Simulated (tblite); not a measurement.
# C2H12N2OSi3: the cost of one run

Programs: tblite 0.8.0 and PySCF 2.14.0, with density-fitted response routines of our own. Each step states its level of theory. These are calculated values for one molecule in the gas phase, unless marked as measured. Atoms count from 0, in the outputs and in this text.

## 1. The molecule as given

20 atoms, charge 0, multiplicity 1; geometry from: force field or distance geometry start.

Bonds of the start (Å): N0–C1 1.44, C1–O2 1.26, C1–Si3 1.82, Si3–N4 1.77, N4–Si5 1.77, N4–C6 1.47, C6–Si7 1.86, N0–H8 1.03, N0–H9 1.03, Si3–H10 1.48, Si3–H11 1.47, Si5–H12 1.47, Si5–H13 1.46, Si5–H14 1.47, C6–H15 1.09, C6–H16 1.11, Si7–H17 1.49, Si7–H18 1.46, Si7–H19 1.48.

## 2. Relaxing the molecule with GFN2-xTB

Job settings and geometry (Å):

```
{"job": {"kind": "relax", "xc": "GFN2-xTB", "basis": "xTB"}, "charge": 0, "multiplicity": 1}
N      3.769000     0.986600    -0.324600
C      2.508300     0.704300     0.310700
O      2.400200     1.095100     1.507700
Si     1.213700    -0.199200    -0.603100
N     -0.443100     0.164800    -0.084300
Si    -0.762900    -0.174800     1.626000
C     -1.350200    -0.550500    -0.991700
Si    -3.078800    -0.143900    -0.439900
H      4.410600     1.640700     0.143500
H      4.023100     0.560700    -1.233000
H      1.556600    -1.634900    -0.546300
H      1.329100     0.216200    -2.007800
H     -0.860000    -1.607600     1.928000
H     -2.051000     0.432800     1.967100
H      0.234600     0.443600     2.516900
H     -1.141600    -0.273900    -2.027700
H     -1.174500    -1.647900    -0.928200
H     -4.096900    -0.612900    -1.417800
H     -3.332100    -0.718200     0.880000
H     -3.159200     1.329900    -0.278700
```

Command:

```bash
$ OMP_NUM_THREADS=1 python probes_run.py task.json out
```

One launch serves the whole session: the jobs run in the order shown.

Q: Estimate the wall time of this first job on 1 thread of Arm Neoverse V2, shared host.

About 1.6 s.
